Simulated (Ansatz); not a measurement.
# Y3Cl2: the cost of one run

Method: DFT PBE, scalar-relativistic, plane waves, PAW, in Ansatz 0.2.0.

1 further run of the same task is left out (it didn't finish).

## (1) The system as given

Symmetry: R-3m, No. 166, trigonal system. The conventional cell has a = 4.055 Å, b = 4.055 Å, c = 28.194 Å, α = 90.00°, β = 90.00°, γ = 120.00°. Y (site symmetry -3m) is surrounded by 6 Cl at 3.00 Å. Around Y (site symmetry 3m) lie 3 Cl at 2.84 Å. Around Cl (site symmetry 3m) lie 6 Y at 2.84 to 3.00 Å.

Coordinates:

```cif
data_structure
_symmetry_space_group_name_H-M 'P 1'
_symmetry_Int_Tables_number 1
_cell_length_a 9.6852
_cell_length_b 9.6852
_cell_length_c 9.6852
_cell_angle_alpha 24.166
_cell_angle_beta 24.166
_cell_angle_gamma 24.166
_cell_volume 133.81
loop_
_atom_site_label
_atom_site_type_symbol
_atom_site_fract_x
_atom_site_fract_y
_atom_site_fract_z
_atom_site_occupancy
Y1 Y 0.00000 0.00000 0.00000 1
Y2 Y 0.20950 0.20950 0.20950 1
Y3 Y 0.79050 0.79050 0.79050 1
Cl1 Cl 0.40000 0.40000 0.40000 1
Cl2 Cl 0.60000 0.60000 0.60000 1
```

This is candidate A: anti-tetradymite type (R-3m, No. 166).

(A quick probe on a coarse mesh, which set the mesh and smearing, is not shown.)

## (3) Rough relaxation on the coarse mesh (candidate A)

input.yaml

```yaml
crystal:
  lattice:
    - [2.0273950193, 1.1705170601, 9.398004322]
    - [-2.0273950193, 1.1705170601, 9.398004322]
    - [0.0, -2.3410341203, 9.398004322]
  atoms:
    - { symbol: "Y", position: [0.0, 0.0, 0.0] }
    - { symbol: "Y", position: [0.2095, 0.2095, 0.2095] }
    - { symbol: "Y", position: [0.7905, 0.7905, 0.7905] }
    - { symbol: Cl, position: [0.4, 0.4, 0.4] }
    - { symbol: Cl, position: [0.6, 0.6, 0.6] }
basis:
  ecutwfc: 420
kpoints:
  mp_grid: { grid: [6, 6, 6] }
hamiltonian:
  xc: pbe
scf:
  occupations: { method: gaussian, width: 0.1 }
  lower_state_search: "off"
output:
  forces: true
  stress: true
  eigenvalues: true
relax:
  adjacent_minimum: "off"
  f_tol: 0.04
  max_steps: 70
  cell: { stress_tol: 0.4 }
```

Started as:

```bash
$ ansatz run input.yaml --threads 1 --pin off --max-ram 2560MiB --backend cpu --events-out ev --progress --plain --runs-dir out
```

**Question.** How long does this run take on 1 thread of Intel Xeon Platinum 8259CL at 2.50GHz (Skylake/Cascade Lake), shared host, and how much memory does it need?

About 99 s, with a peak of 0.49 GiB.
